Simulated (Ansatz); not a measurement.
What does this script print? It uses the Python package of Ansatz (0.2.0).

The script reads `ktl2gaf6.xyz`:
```text
10
Lattice="0.0 4.473365 4.473365 4.473365 0.0 4.473365 4.473365 4.473365 0.0" Properties=species:S:1:pos:R:3 pbc="T T T"
K     4.47336500    4.47336500    4.47336500
Tl    2.23668250    2.23668250    2.23668250
Tl    6.71004750    6.71004750    6.71004750
Ga    0.00000000    0.00000000    0.00000000
F     1.92721511    4.47336500    4.47336500
F     7.01951489    4.47336500    4.47336500
F     4.47336500    1.92721511    4.47336500
F     4.47336500    7.01951489    4.47336500
F     4.47336500    4.47336500    1.92721511
F     4.47336500    4.47336500    7.01951489
```

The script, `report_ktl2gaf6.py`:
```python
# -*- coding: utf-8 -*-
"""Electronic structure of KTl2GaF6, looked at from several sides."""

from collections import defaultdict
from pathlib import Path
import warnings

import ansatz as az
from ase.io.cube import read_cube_data
from ase.units import Bohr
import numpy as np
from pymatgen.core import Structure

KGRID = (4, 4, 4)
FUNCTIONAL = "PBEsol"
FILLING = "Fixed"

warnings.simplefilter("ignore", az.DeckWarning)

xtal = az.Crystal.from_extxyz("ktl2gaf6.xyz")

job = (
    xtal.calculation()
    .kpoints(*KGRID, center="gamma")
    .functional(FUNCTIONAL)
    .occupations(FILLING)
    .band_table()
    .density()
    .output_files(volumetric_format=["cube", "npy"])
    .density_of_states(energy_step=0.05, method="smearing", broadening_width=0.2, projected=True)
    .cutoff_correction(756)
    .populations()
)
def show(event):
    row = event["data"]
    if event["event"] == "scf_iter" and row.get("harris_foulkes_ev") is not None:
        print(f"  iteration {row['iter']:3d}  Harris-Foulkes {row['harris_foulkes_ev']:.5f} eV  residual {row['dr2_ev']:.2e}")


result = job.session().plan().execute(on_event=show)
data = result.report

n_atoms = len(data["lattice"]["sites"])
print("F =", round(data["free_energy_ev"], 4), "eV for", n_atoms, "atoms")
print("E(sigma -> 0) =", round(data["energy_sigma0_ev"], 4), "eV, TS =", round(data["entropy_ts_ev"], 5), "eV")
print("closed by", data["closed_by"], "after", data["n_iterations"], "iterations")

final = Structure(result.lattice.cell_ang, [s.symbol for s in result.lattice.sites], [s.position_frac for s in result.lattice.sites])
# count neighbours out to a fixed multiple of the shortest distance
for index, (site, neighbours) in enumerate(zip(final, final.get_all_neighbors(5.5))):
    first = min(n.nn_distance for n in neighbours)
    shell = [n for n in neighbours if n.nn_distance < 1.15 * first]
    mean = sum(n.nn_distance for n in shell) / len(shell)
    print(f"atom {index} {site.specie.symbol}: {len(shell)} neighbours within 1.15 of the shortest distance, mean {mean:.3f} A")

# direct or indirect, as far as the mesh can tell
levels = np.array(data["eigenvalues_ev"])
filled = round(data["n_electrons"] / 2)
top, bottom = levels[:, filled - 1], levels[:, filled]
print("top of band", filled, "at k =", data["kpoints_frac"][top.argmax()], f"{top.max():.4f} eV")
print("bottom of band", filled + 1, "at k =", data["kpoints_frac"][bottom.argmin()], f"{bottom.min():.4f} eV")
print(f"gap by band count {bottom.min() - top.max():.3f} eV, least direct gap {(bottom - top).min():.3f} eV")

# cube files hold the density in electrons per cubic bohr
folder = Path(result.write_results("cubes"))
print("\n".join((folder / "rho.cube").read_text().splitlines()[: 6 + 6]))
values, cube_atoms = read_cube_data(str(folder / "rho.cube"))
print("electrons from the file:", round(values.mean() * cube_atoms.get_volume() / Bohr ** 3, 3))

dos = result.density_of_states()
energy = np.asarray(dos.energies_ev) - dos.fermi_ev
projected = result.projected_density_of_states()
by_shell = defaultdict(float)
for site in projected.sites:
    for shell in site.shells:
        for part in shell.curves:
            by_shell[f"{site.species} {'spdf'[shell.l]}"] += np.sum(part.g_bin_mean_per_ev, axis=0)
print("E - E_F  " + " ".join(f"{name:>7s}" for name in by_shell))
for e in np.arange(-6, 6 + 0.1, 1.0):
    print(f"{e:7.1f}  " + " ".join(f"{np.interp(e, energy, curve):7.3f}" for curve in by_shell.values()))

# estimate of what a larger basis would gain, without a second SCF
estimate = data.get("cutoff_correction")
if estimate:
    print("towards {} eV the energy would change by {:.2f} meV/atom".format(estimate["reference_ecutwfc_ev"], 1000 * estimate["energy_ev"] / len(result.lattice.sites)))

files = Path(result.write_results("tables"))
print((files / "populations.tsv").read_text())
```

`python report_ktl2gaf6.py` gives:
```text
  iteration   1  Harris-Foulkes -32659.90755 eV  residual 1.88e-01
  iteration   2  Harris-Foulkes -32659.85711 eV  residual 6.19e-03
  iteration   3  Harris-Foulkes -32659.85612 eV  residual 1.39e-03
  iteration   4  Harris-Foulkes -32659.85641 eV  residual 1.79e-04
  iteration   5  Harris-Foulkes -32659.85640 eV  residual 3.04e-05
  iteration   6  Harris-Foulkes -32659.85656 eV  residual 2.34e-06
  iteration   7  Harris-Foulkes -32659.85657 eV  residual 7.67e-08
F = -32659.8566 eV for 10 atoms
E(sigma -> 0) = -32659.8566 eV, TS = 0.0 eV
closed by deck_thresholds after 7 iterations
atom 0 K: 6 neighbours within 1.15 of the shortest distance, mean 2.546 A
atom 1 Tl: 12 neighbours within 1.15 of the shortest distance, mean 3.178 A
atom 2 Tl: 12 neighbours within 1.15 of the shortest distance, mean 3.178 A
atom 3 Ga: 6 neighbours within 1.15 of the shortest distance, mean 1.927 A
atom 4 F: 1 neighbours within 1.15 of the shortest distance, mean 1.927 A
atom 5 F: 1 neighbours within 1.15 of the shortest distance, mean 1.927 A
atom 6 F: 1 neighbours within 1.15 of the shortest distance, mean 1.927 A
atom 7 F: 1 neighbours within 1.15 of the shortest distance, mean 1.927 A
atom 8 F: 1 neighbours within 1.15 of the shortest distance, mean 1.927 A
atom 9 F: 1 neighbours within 1.15 of the shortest distance, mean 1.927 A
top of band 45 at k = [0.0, -0.5, -0.5] 2.6167 eV
bottom of band 46 at k = [0.0, -0.5, -0.5] 7.0738 eV
gap by band count 4.457 eV, least direct gap 4.457 eV
ansatz rho
values in e/bohr^3 (x slowest, z fastest)
   10    0.000000    0.000000    0.000000
   45    0.000000    0.187854    0.187854
   45    0.187854    0.000000    0.187854
   45    0.187854    0.187854    0.000000
   19   19.000000    8.453435    8.453435    8.453435
   81   81.000000    4.226717    4.226717    4.226717
   81   81.000000   12.680152   12.680152   12.680152
   31   31.000000    0.000000    0.000000    0.000000
    9    9.000000    3.641909    8.453435    8.453435
    9    9.000000   13.264961    8.453435    8.453435
electrons from the file: 90.0
E - E_F      K s     K p    Tl s    Tl p    Tl d    Ga s    Ga p    Ga d     F s     F p
   -6.0    0.000   0.000   0.000   0.000   0.000   0.000   0.000   0.000   0.000   0.000
   -5.0    0.010   0.027   0.005   0.000   0.001   0.452   0.000   0.000   0.093   1.247
   -4.0    0.000   0.000   0.000   0.000   0.000   0.000   0.000   0.000   0.000   0.000
   -3.0    0.051   0.048   1.541   0.132   0.013   0.003   0.676   0.012   0.135   6.653
   -2.0    0.008   0.009   0.029   0.462   0.011   0.000   0.002   0.048   0.004   5.438
   -1.0    0.020   0.102   0.522   0.183   0.029   0.001   0.009   0.277   0.007  24.078
    0.0    0.003   0.002   0.832   0.009   0.000   0.000   0.001   0.001   0.002   1.522
    1.0    0.000   0.000   0.000   0.000   0.000   0.000   0.000   0.000   0.000   0.000
    2.0    0.000   0.000   0.000   0.000   0.000   0.000   0.000   0.000   0.000   0.000
    3.0    0.000   0.000   0.000   0.000   0.000   0.000   0.000   0.000   0.000   0.000
    4.0    0.000   0.000   0.000   0.001   0.000   0.000   0.000   0.000   0.000   0.000
    5.0    0.060   0.008   0.039   2.165   0.001   0.051   0.014   0.001   0.181   0.195
    6.0    0.009   0.014   0.024   3.148   0.001   0.011   0.067   0.000   0.092   0.393
towards 756.0 eV the energy would change by -4.18 meV/atom
# site	symbol	l	j	q
# orbitals = lowdin
# n_electrons = 90.000000
# spilling = 0.002681
0	K	0_3S	-	1.978185
0	K	0_4S	-	0.239011
0	K	1_3P	-	5.969425
1	Tl	0_6S	-	1.863535
1	Tl	1_6P	-	0.479813
1	Tl	2_5D	-	9.995277
2	Tl	0_6S	-	1.863535
2	Tl	1_6P	-	0.479813
2	Tl	2_5D	-	9.995277
3	Ga	0_4S	-	0.684869
3	Ga	1_4P	-	1.181580
3	Ga	2_3D	-	9.996908
4	F	0_2S	-	1.877641
4	F	1_2P	-	5.627608
5	F	0_2S	-	1.877641
5	F	1_2P	-	5.627608
6	F	0_2S	-	1.877641
6	F	1_2P	-	5.627608
7	F	0_2S	-	1.877641
7	F	1_2P	-	5.627608
8	F	0_2S	-	1.877641
8	F	1_2P	-	5.627608
9	F	0_2S	-	1.877641
9	F	1_2P	-	5.627608
```

Total energies depend on the potentials; only differences at equal settings carry meaning. Spin-orbit coupling, left out here, can change this gap by several tenths of an eV, and inverted bands can meet off the mesh. With fixed filling the reported Fermi level is the top filled level among the k-points of the SCF. Projections exist only for the shells that the potentials hold, some of them semicore, and samples at single energies can miss narrow peaks. The empty d shell of the heavier alkali and alkaline-earth atoms, which makes much of a conduction band, may have no channel. The crystal has a gap of about 4.46 eV on the mesh; any density of states at or just above the Fermi level is the tail of the broadening. Grid values close to the nuclei reflect the PAW or pseudopotential construction, not the all-electron fields. The structure comes from a database of computed cells and needn't be a stable or known phase. Gaps and levels are Kohn-Sham values on a finite set of k-points, without spin-orbit coupling. The density of states is complete only as far up as bands were computed. Finished in 6.2 s on 1 thread of Arm Neoverse V2, on a shared host, peak memory 0.56 GiB.

(A comment or docstring line of the script was reworded after the run, the code is as it ran; lines on the test bed's own set-up are left out of the output.)
